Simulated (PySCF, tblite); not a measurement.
# C₆H₁₃GeNSi: geometry, infrared bands and NMR shifts

Wanted: the infrared bands and NMR shifts of C₆H₁₃GeNSi (`C[SiH2]C/C=C/[CH2][GeH2][C]#N`), by calculation.

Programs: tblite 0.8.0 and PySCF 2.14.0, with density-fitted response routines of our own. Each step states its level of theory. These are calculated values for one molecule in the gas phase, unless marked as measured. Atoms count from 0, in the outputs and in this text.

### Step 1. Starting geometry

22 atoms, charge 0, multiplicity 1; geometry from: force field or distance geometry start.

Bonds of the start (Å): C0–Si1 1.86, Si1–C2 1.88, C2–C3 1.51, C3–C4 1.34, C4–C5 1.50, C5–Ge6 1.95, Ge6–C7 1.89, C7–N8 1.16, C0–H9 1.10, C0–H10 1.11, C0–H11 1.12, Si1–H12 1.47, Si1–H13 1.46, C2–H14 1.10, C2–H15 1.12, C3–H16 1.09, C4–H17 1.09, C5–H18 1.12, C5–H19 1.10, Ge6–H20 1.56, Ge6–H21 1.55.

### Step 2. Relaxing the molecule with GFN2-xTB

The job: settings as JSON, then the geometry in Å.

```
{"job": {"kind": "relax", "xc": "GFN2-xTB", "basis": "xTB"}, "charge": 0, "multiplicity": 1}
C      1.880900     1.702800    -0.496900
Si     2.326700    -0.094400    -0.365000
C      1.559400    -0.835600     1.187000
C      0.059700    -0.648800     1.147000
C     -0.715800    -1.363600     0.325500
C     -2.203000    -1.152000     0.256800
Ge    -2.602300     0.595300    -0.519800
C     -1.703700     0.768500    -2.173500
N     -1.156800     0.864600    -3.190200
H      2.335500     2.134500    -1.401000
H      2.231600     2.248000     0.398400
H      0.765700     1.799800    -0.564800
H      3.788300    -0.226600    -0.259800
H      1.848700    -0.816700    -1.545700
H      1.807100    -1.900200     1.263800
H      1.962300    -0.302300     2.079500
H     -0.389600     0.065500     1.838100
H     -0.268900    -2.107300    -0.340400
H     -2.639300    -1.219700     1.282200
H     -2.650000    -1.932200    -0.375400
H     -2.113100     1.712900     0.446100
H     -4.133700     0.726800    -0.725100
```

Run with:

```bash
$ OMP_NUM_THREADS=1 python probes_run.py task.json out
```

The driver reads the jobs from task.json and runs them one after another.

**Question.** This job is followed by: GFN2-xTB harmonic vibrations, gas phase; GIAO PBE0/pcSseg-1 NMR shielding, non-relativistic, gas phase. Predict these results of the whole session: strongest single infrared mode (GFN2-xTB); zero-point energy (GFN2-xTB); 13C shifts against TMS (PBE0/pcSseg-1); 1H shifts against TMS (PBE0/pcSseg-1, means over atoms taken as alike); 29Si shifts against TMS (PBE0/pcSseg-1); 73Ge shifts against GeMe4 (PBE0/pcSseg-1); 15N shifts against NH3 (PBE0/pcSseg-1); surface potential, 1st and 99th percentile.

The runs gave:

```
                                                              quantity                                         value
                             strongest single infrared mode (GFN2-xTB)                         1993 cm⁻¹, 486 km/mol
                                          zero-point energy (GFN2-xTB)                                101.5 kcal/mol
                                13C shifts against TMS (PBE0/pcSseg-1)     139.5, 129.1, 122.3, 20.3, 18.5, -8.1 ppm
1H shifts against TMS (PBE0/pcSseg-1, means over atoms taken as alike)  5.95, 5.90, 4.39, 4.31, 2.19, 1.78, 0.22 ppm
                               29Si shifts against TMS (PBE0/pcSseg-1)                                     -41.2 ppm
                             73Ge shifts against GeMe4 (PBE0/pcSseg-1)                                      -198 ppm
                                15N shifts against NH3 (PBE0/pcSseg-1)                                     365.0 ppm
                                 surface potential, 1st and 99th percentile                            -1.73 V and 1.36 V
```

The optimisation took 177 steps and gained 0.252 eV; among the close pairs (by a distance rule), Ge6–H20 changed most, from 1.556 to 1.504 Å. No mode is imaginary among the 60: a minimum at this level. The strongest single mode, at 1993 cm⁻¹, moves mainly H20. Unscaled tight-binding wavenumbers are off by several per cent, some by more. Its intensities can rank the bands wrongly. At PBE0/pcSseg-1: The widest tensor belongs to N8: span 612 ppm, with a paramagnetic part of -436 ppm. At PBE0/pcSseg-1, counted by nearest atom on the grid, the HOMO lies on C3, C4 about 26 % each; C2 9 %, the LUMO on C3, C4 about 15 % each; Ge6 10 %. Spin-orbit coupling is left out, which matters for shieldings and couplings at and beside the heavy atoms.
